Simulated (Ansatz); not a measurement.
# CH₄AlGaO: small, medium and large basis sets

How large a basis does CH₄AlGaO need? Two functionals are run in growing sets.

The runs use Ansatz 0.2.0, Gaussian basis; one geometry, several basis sets.

Plan: PBE0-D4/def2-SVP; ωB97M-V/def2-SVP; PBE0-D4/def2-QZVPP; ωB97M-V/def2-QZVPP; the functionals' def2-TZVPP values are taken from earlier runs.

### 1 Structure used throughout

The geometry comes from an earlier relaxation with PBE0-D4 in a triple-zeta def2 set; it is a stationary point, not always the lowest conformer.

SMILES `[OH][Al]1[CH2][GaH]1`, 8 atoms, charge 0, spin multiplicity 1.

Atoms are counted from 1 here; the program's logs count them from 0.

Bond lengths: O1–Al2 1.693 Å, O1–H5 0.956 Å, Al2–C3 1.924 Å, Al2–Ga4 2.411 Å, C3–Ga4 2.039 Å, C3–H6 1.090 Å, C3–H7 1.118 Å, Ga4–H8 1.573 Å. Angles: Al2–O1–H5 124.1°, O1–Al2–C3 138.8°, O1–Al2–Ga4 163.2°, C3–Al2–Ga4 54.7°, Al2–C3–Ga4 74.9°, Al2–C3–H6 140.9°, Al2–C3–H7 94.3°, Ga4–C3–H6 131.2°, Ga4–C3–H7 95.6°, H6–C3–H7 108.5°, Al2–Ga4–C3 50.4°, Al2–Ga4–H8 167.4°, C3–Ga4–H8 132.2°.

### 2 PBE0-D4 in def2-SVP

File in.yaml:

```yaml
crystal:
  periodic: [false, false, false]
  atoms:
    - {symbol: O, position_ang: [-1.090515, 1.761911, -1.519894]}
    - {symbol: Al, position_ang: [-0.572653, 0.559353, -0.447141]}
    - {symbol: C, position_ang: [1.059018, -0.044218, 0.373668]}
    - {symbol: Ga, position_ang: [-0.287639, -1.538910, 0.705456]}
    - {symbol: H, position_ang: [-2.000092, 1.886947, -1.786753]}
    - {symbol: H, position_ang: [2.134360, -0.072681, 0.197348]}
    - {symbol: H, position_ang: [0.870865, 0.488834, 1.338133]}
    - {symbol: H, position_ang: [-0.113355, -3.041245, 1.139183]}
basis:
  gaussian: {orbitals: def2-SVP}
hamiltonian: {xc: pbe0, dispersion: d4}
output: {orbitals: {seedname: orbitals}}
```

The run is started by

```sh
ansatz run in.yaml --threads 2 --pin off --events-out ev --progress --plain --max-ram 4352MiB
```

The runs that follow: ωB97M-V in def2-SVP; PBE0-D4 in def2-QZVPP; ωB97M-V in def2-QZVPP.

Q: Predict the results of all the runs planned. Wanted: PBE0-D4: double and triple zeta above quadruple; ωB97M-V: double and triple zeta above quadruple.

As calculated:

| quantity | value |
| --- | --- |
| PBE0-D4: double and triple zeta above quadruple | 14.49, 1.57 eV |
| ωB97M-V: double and triple zeta above quadruple | 14.50, 1.52 eV |

For PBE0-D4 the step from double to triple zeta gains 12.92 eV and the next only 1.57 eV. Total energies overstate the basis error of differences, where much of it tends to cancel.
